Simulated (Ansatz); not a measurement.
# AlClH2OS: two geometries relaxed

Are the two ends of the rotation by 180° about the Al2–S3 bond separate minima, and which lies lower? Each is relaxed from a guess. SMILES of the start: [OH][Al]([SH])[Cl].

Method: RKS BHLYP/def2-SVPD, in Ansatz 0.2.0.

## Step 1: Starting point

Bond lengths: O1–Al2 1.811 Å, Al2–S3 2.248 Å, Al2–Cl4 2.165 Å, O1–H5 0.957 Å, S3–H6 1.391 Å. Angles: O1–Al2–S3 119.4°, O1–Al2–Cl4 120.4°, S3–Al2–Cl4 120.1°, Al2–O1–H5 108.3°, Al2–S3–H6 93.0°.

Coordinates:

```xyz
6

O     0.5315    1.5051   -0.7100
Al   -0.1239   -0.1383   -0.3219
S     0.3148   -1.0544    1.6831
Cl   -1.2264   -1.2586   -1.8103
H     1.3740    1.3956   -1.1501
H    -0.8279   -0.5135    2.2630
```

## Step 2: End point A

input.yaml

```yaml
crystal:
  periodic: [false, false, false]
  atoms:
    - { symbol: O, position_ang: [0.5315, 1.5051, -0.71] }
    - { symbol: Al, position_ang: [-0.1239, -0.1383, -0.3219] }
    - { symbol: S, position_ang: [0.3148, -1.0544, 1.6831] }
    - { symbol: Cl, position_ang: [-1.2264, -1.2586, -1.8103] }
    - { symbol: H, position_ang: [1.374, 1.3956, -1.1501] }
    - { symbol: H, position_ang: [-0.8279, -0.5135, 2.263] }
basis:
  gaussian: { orbitals: def2-SVPD }
hamiltonian:
  xc: { name: BHLYP }
relax:
  f_tol: 0.015
  max_steps: 40
```

Command:

```
$ ansatz run input.yaml --threads 2 --pin off --max-ram 3072MiB --backend cpu --events-out ev --progress --plain --runs-dir out
```

The log of the run (excerpt; [...] marks lines left out):

```text
Warning: RAYON_NUM_THREADS=2 ignored (pool sized by the plan → 2); use --threads N
[...]
Functional definition: BHLYP
[...]
1140 factors; integrals over basis functions are off by at most 3.1e-4 eV
[...]
mean field -32027.32080679 eV, -1176.9823307517 hartree, gradient 2.3e-5 eV, S^2 0.000000; 0 other end points of the search recorded, 0 dependent functions left out
[...]
reference -32027.32099141 eV, -1176.9823375366 hartree; 28, 28 occupied and 89, 89 virtual orbitals, 1140 factors
relax step   1: F+E_penalty+E_count = -32027.32080679 eV  Δ(F+E_penalty+E_count) = +0.000e0 eV  max|allowed force component| = 2.538e0 eV/Å  Δτ_max = 0.0000 Å  (27 SCF iters, accepted)
[...]
relax step   4: F+E_penalty+E_count = -32027.60292083 eV  Δ(F+E_penalty+E_count) = -3.293e-2 eV  max|allowed force component| = 2.662e0 eV/Å  Δτ_max = 0.1933 Å  (30 SCF iters, accepted)
[...]
relax step   7: F+E_penalty+E_count = -32027.93667253 eV  Δ(F+E_penalty+E_count) = -7.676e-2 eV  max|allowed force component| = 4.764e-1 eV/Å  Δτ_max = 0.2000 Å  (34 SCF iters, accepted)
[...]
relax step  10: F+E_penalty+E_count = -32028.03469228 eV  Δ(F+E_penalty+E_count) = -4.029e-3 eV  max|allowed force component| = 3.046e-1 eV/Å  Δτ_max = 0.0873 Å  (29 SCF iters, accepted)
[...]
relax step  13: F+E_penalty+E_count = -32028.04074243 eV  Δ(F+E_penalty+E_count) = -5.587e-4 eV  max|allowed force component| = 3.987e-2 eV/Å  Δτ_max = 0.0066 Å  (31 SCF iters, accepted)
[...]
relax step  14: F+E_penalty+E_count = -32028.04087854 eV  Δ(F+E_penalty+E_count) = -1.361e-4 eV  max|allowed force component| = 3.687e-3 eV/Å  Δτ_max = 0.0072 Å  (31 SCF iters, accepted)
1140 factors; integrals over basis functions are off by at most 5.2e-4 eV
[...]
mean field -32028.04087854 eV, -1177.0087929005 hartree, gradient 2.1e-5 eV, S^2 0.000000; 1 other end points of the search recorded, 0 dependent functions left out
[...]
reference -32028.04105681 eV, -1177.0087994519 hartree; 28, 28 occupied and 89, 89 virtual orbitals, 1140 factors
Total energy: -32028.04105681 eV, -1177.0087994519 hartree
Atom 0 at     1.052164     1.194126    -0.723755 Å, force    -0.000092     0.000336    -0.003485 eV/Å
Atom 1 at    -0.005204     0.013113    -0.151459 Å, force     0.002359     0.002005     0.001052 eV/Å
Atom 2 at     0.061641    -0.439310     1.965185 Å, force    -0.000281    -0.000858    -0.000237 eV/Å
Atom 3 at    -1.340340    -0.987697    -1.431379 Å, force    -0.001242    -0.001187    -0.001479 eV/Å
Atom 4 at     1.175013     1.529099    -1.602659 Å, force    -0.000768    -0.001004     0.003687 eV/Å
Atom 5 at    -0.901173    -1.373431     1.897868 Å, force     0.000024     0.000708     0.000462 eV/Å
Dipole moment:    -0.014125     0.032104    -0.190773 e Å
```

Wall time 46 s (2 threads of Arm Neoverse V1, shared host); peak memory 0.26 GiB.

Step by step:

```
step  energy from step 1 (eV)  largest force component (eV/Å)
   1                   0.0000                          2.5381
   2                  -0.2060                          1.6860
   3                  -0.2492                          1.8530
   4                  -0.2821                          2.6617
   5                  -0.4382                          1.3101
   6                  -0.5391                          0.5988
   7                  -0.6159                          0.4764
   8                  -0.6786                          0.3838
   9                  -0.7099                          0.2734
  10                  -0.7139                          0.3046
  11                  -0.7194                          0.0965
 12x                  -0.7186                          0.2043
  13                  -0.7199                          0.0399
  14                  -0.7201                          0.0037
```

Step 1 is the start. 1 step was tried and not accepted (marked x).

After: Bond lengths: O1–Al2 1.685 Å, Al2–S3 2.165 Å, Al2–Cl4 2.103 Å, O1–H5 0.949 Å, S3–H6 1.343 Å. Angles: O1–Al2–S3 117.3°, O1–Al2–Cl4 121.7°, S3–Al2–Cl4 121.0°, Al2–O1–H5 130.0°, Al2–S3–H6 94.3°.

## Step 3: Relaxing end B

The second end starts from a geometry with the move made by hand.

Edit input.yaml of step 2 so:

```diff
@@ -8,3 +8,3 @@
     - { symbol: H, position_ang: [1.374, 1.3956, -1.1501] }
-    - { symbol: H, position_ang: [-0.8279, -0.5135, 2.263] }
+    - { symbol: H, position_ang: [1.48631, -1.65546, 1.23487] }
 basis:
```

Command:

```
$ ansatz run input.yaml --threads 2 --pin off --max-ram 3072MiB --backend cpu --events-out ev --progress --plain --runs-dir out
```

The log of the run (excerpt; [...] marks lines left out):

```text
Warning: RAYON_NUM_THREADS=2 ignored (pool sized by the plan → 2); use --threads N
[...]
[... 1 set-up line as earlier in the session ...]
[...]
1140 factors; integrals over basis functions are off by at most 3.1e-4 eV
[...]
mean field -32027.31082718 eV, -1176.9819640078 hartree, gradient 2.1e-5 eV, S^2 0.000000; 0 other end points of the search recorded, 0 dependent functions left out
[...]
reference -32027.31101161 eV, -1176.9819707855 hartree; 28, 28 occupied and 89, 89 virtual orbitals, 1140 factors
relax step   1: F+E_penalty+E_count = -32027.31082718 eV  Δ(F+E_penalty+E_count) = +0.000e0 eV  max|allowed force component| = 2.514e0 eV/Å  Δτ_max = 0.0000 Å  (27 SCF iters, accepted)
[...]
relax step   4: F+E_penalty+E_count = -32027.59073294 eV  Δ(F+E_penalty+E_count) = -2.344e-2 eV  max|allowed force component| = 2.551e0 eV/Å  Δτ_max = 0.1935 Å  (30 SCF iters, accepted)
[...]
1140 factors; integrals over basis functions are off by at most 7.6e-4 eV
[...]
mean field -32028.04087456 eV, -1177.0087927543 hartree, gradient 2.1e-5 eV, S^2 0.000000; 1 other end points of the search recorded, 0 dependent functions left out
[...]
reference -32028.04105286 eV, -1177.0087993066 hartree; 28, 28 occupied and 89, 89 virtual orbitals, 1140 factors
Total energy: -32028.04105286 eV, -1177.0087993066 hartree
Atom 0 at     0.771002     1.432680    -0.672810 Å, force     0.000962    -0.002444     0.004194 eV/Å
Atom 1 at     0.349812    -0.158881    -0.312508 Å, force    -0.002344    -0.002612    -0.003311 eV/Å
Atom 2 at     0.921104    -0.921991     1.632145 Å, force     0.000393     0.003527    -0.001765 eV/Å
Atom 3 at    -0.688602    -1.363660    -1.689002 Å, force     0.003133     0.002137     0.005520 eV/Å
Atom 4 at     0.614498     1.943125    -1.456711 Å, force    -0.000676     0.000881    -0.002289 eV/Å
Atom 5 at     0.388496    -2.137332     1.424556 Å, force    -0.001469    -0.001488    -0.002348 eV/Å
Dipole moment:    -0.055665     0.057605    -0.175412 e Å
```

Wall time 40 s (2 threads of Arm Neoverse V1, shared host); peak memory 0.26 GiB.

The steps of the relaxation:

| step | energy from step 1 (eV) | largest force component (eV/Å) |
| --- | --- | --- |
| 1 | 0.0000 | 2.5144 |
| 2 | -0.2011 | 1.7398 |
| 3 | -0.2565 | 1.6269 |
| 4 | -0.2799 | 2.5512 |
| 5 | -0.4467 | 0.6617 |
| 6 | -0.5460 | 0.3402 |
| 7 | -0.6091 | 0.4993 |
| 8 | -0.6797 | 0.2385 |
| 9 | -0.7251 | 0.1135 |
| 10 | -0.7280 | 0.0648 |
| 11 | -0.7300 | 0.0161 |
| 12 | -0.7300 | 0.0055 |

Step 1 is the start.

After: Bond lengths: O1–Al2 1.685 Å, Al2–S3 2.166 Å, Al2–Cl4 2.103 Å, O1–H5 0.948 Å, S3–H6 1.343 Å. Angles: O1–Al2–S3 117.3°, O1–Al2–Cl4 121.6°, S3–Al2–Cl4 121.1°, Al2–O1–H5 130.1°, Al2–S3–H6 94.3°.

## Step 4: Results

```
                           quantity                     value
                              end A  12 moves, 0.720 eV lower
                              end B  11 moves, 0.730 eV lower
largest difference between the ends                    0.00 Å
            end B relative to end A                 +0.000 eV
```

Both starts fell into the same minimum (no atom differs by more than 0.00 Å), so from this start no second minimum was found and no band was run; another arrangement could still be one.
